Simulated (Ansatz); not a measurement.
# CH₆BNO₂: a ladder of functionals and wavefunction methods

Aim: compute CH₆BNO₂ with functionals from several rungs and with coupled cluster. The yardstick is the atomisation energy at the CCSD(T) limit.

Program: Ansatz 0.2.0, Gaussian basis. Level of theory: functionals in def2-TZVPP, the program's frozen cores in correlated methods. These are calculated values, not measurements.

The runs, in order: LDA (SPW92), PBE-D4, revPBE-D4, BLYP-D4, r2SCAN-D4, B97M-V, PBE0-D4, B3LYP-D4, r2SCANh-D4, r2SCAN0-D4, HSE06-D4, BHLYP-D4, CAM-B3LYP-D4, LC-ωPBE, ωB97X-V, ωB97M-V, B2PLYP, PBE-QIDH; CCSD(T)/def2-SVP; CCSD(T)/def2-TZVPP; MP2/def2-QZVPP; extrapolation to the limit; RPA on PBE.

## (1) Structure used throughout

The geometry comes from an earlier relaxation with PBE0-D4 in a triple-zeta def2 set; it is a stationary point, not always the lowest conformer.

SMILES `COB(N)O`, 11 atoms, charge 0, spin multiplicity 1.

Atoms are counted from 1 here; the program's logs count them from 0.

Bond lengths: C1–O2 1.404 Å, C1–H6 1.096 Å, C1–H7 1.091 Å, C1–H8 1.096 Å, O2–B3 1.375 Å, B3–N4 1.409 Å, B3–O5 1.372 Å, N4–H9 1.002 Å, N4–H10 1.003 Å, O5–H11 0.959 Å. Angles: O2–C1–H6 111.6°, O2–C1–H7 108.2°, O2–C1–H8 111.6°, H6–C1–H7 108.3°, H6–C1–H8 108.8°, H7–C1–H8 108.3°, C1–O2–B3 120.9°, O2–B3–N4 123.5°, O2–B3–O5 117.8°, N4–B3–O5 118.7°, B3–N4–H9 124.3°, B3–N4–H10 121.1°, H9–N4–H10 114.6°, B3–O5–H11 111.1°.

Geometry (Å):

```xyz
11

C     0.71347    0.85163    1.12974
O    -0.44666    0.10246    0.87848
B    -0.64398   -0.50671   -0.33838
N     0.27575   -0.43193   -1.40374
O    -1.80096   -1.22314   -0.51484
H     0.80130    1.70177    0.44305
H     0.65441    1.23863    2.14765
H     1.61690    0.23597    1.04761
H     1.14407    0.06632   -1.36692
H     0.09521   -0.89092   -2.27749
H    -2.34412   -1.20109    0.27544
```

## (2) LDA

This LDA is Slater exchange with PW92 correlation.

Contents of in.yaml:

```yaml
crystal:
  periodic: [false, false, false]
  atoms:
    - {symbol: C, position_ang: [0.713471, 0.851630, 1.129737]}
    - {symbol: O, position_ang: [-0.446658, 0.102459, 0.878476]}
    - {symbol: B, position_ang: [-0.643979, -0.506712, -0.338381]}
    - {symbol: N, position_ang: [0.275755, -0.431926, -1.403742]}
    - {symbol: O, position_ang: [-1.800965, -1.223139, -0.514835]}
    - {symbol: H, position_ang: [0.801303, 1.701772, 0.443054]}
    - {symbol: H, position_ang: [0.654410, 1.238634, 2.147650]}
    - {symbol: H, position_ang: [1.616902, 0.235971, 1.047612]}
    - {symbol: H, position_ang: [1.144072, 0.066322, -1.366916]}
    - {symbol: H, position_ang: [0.095206, -0.890922, -2.277492]}
    - {symbol: H, position_ang: [-2.344119, -1.201090, 0.275439]}
basis:
  gaussian: {orbitals: def2-TZVPP}
hamiltonian: {xc: lda}
output: {orbitals: {seedname: orbitals}}
```

The runs that follow: PBE-D4 (GGA); revPBE-D4 (GGA); BLYP-D4 (GGA); r2SCAN-D4 (meta-GGA); B97M-V (meta-GGA); PBE0-D4 (hybrid); B3LYP-D4 (hybrid); r2SCANh-D4 (hybrid); r2SCAN0-D4 (hybrid); HSE06-D4 (hybrid); BHLYP-D4 (hybrid); CAM-B3LYP-D4 (range-separated); LC-ωPBE (range-separated); ωB97X-V (range-separated); ωB97M-V (range-separated); B2PLYP (double hybrid); PBE-QIDH (double hybrid); CCSD(T) in def2-SVP; CCSD(T) in def2-TZVPP; MP2 in def2-QZVPP; RPA on PBE orbitals.

Before running them: what should the planned runs give, taken together? Wanted: atomisation energy, CCSD(T)/CBS; farthest beyond LDA; mean size of error, GGA; mean size of error, meta-GGA; mean size of error, hybrid; mean size of error, range-separated; mean size of error, double hybrid; gap, smallest and largest; T1 diagnostic.

As calculated:

```
                               quantity                                                                      value
        atomisation energy, CCSD(T)/CBS                                                              4489.2 kJ/mol
 functionals within 22.4 kJ/mol (0.5 %)  BLYP-D4, r2SCAN-D4, B97M-V, PBE0-D4, B3LYP-D4, HSE06-D4, LC-ωPBE, ωB97X-V
                    farthest beyond LDA                                                   BHLYP-D4 (-142.5 kJ/mol)
                mean size of error, GGA                                                                50.2 kJ/mol
           mean size of error, meta-GGA                                                                 6.1 kJ/mol
             mean size of error, hybrid                                                                43.3 kJ/mol
    mean size of error, range-separated                                                                18.5 kJ/mol
      mean size of error, double hybrid                                                                34.7 kJ/mol
              gap, smallest and largest                                      5.99 eV (BLYP-D4), 13.35 eV (LC-ωPBE)
                          T1 diagnostic                                                                     0.0111
triples share of the correlation energy                                                                      3.5 %
```

In words: The LDA atomisation energy is off by 693.7 kJ/mol (15 %): it overbinds. PBE-D4 misses by +105.0 kJ/mol. Double hybrids carry the basis error of their MP2 part in triple zeta, and no dispersion term here, so their miss is partly the set-up's. The rungs meta-GGA, range-separated miss on average by less than the doubt on the reference (22.4 kJ/mol), so they tie. Misses under about 22.4 kJ/mol are within the doubt on the reference itself, which lacks core-valence correlation, relativity and higher excitations. Hartree-Fock recovers 72 % of the binding; the rest is correlation. CCSD(T) in def2-SVP is off by -237.8 kJ/mol, more than most functionals: a good method in a small basis is no reference. Orbital gaps span 6.0 to 13.3 eV; exact exchange widens them.
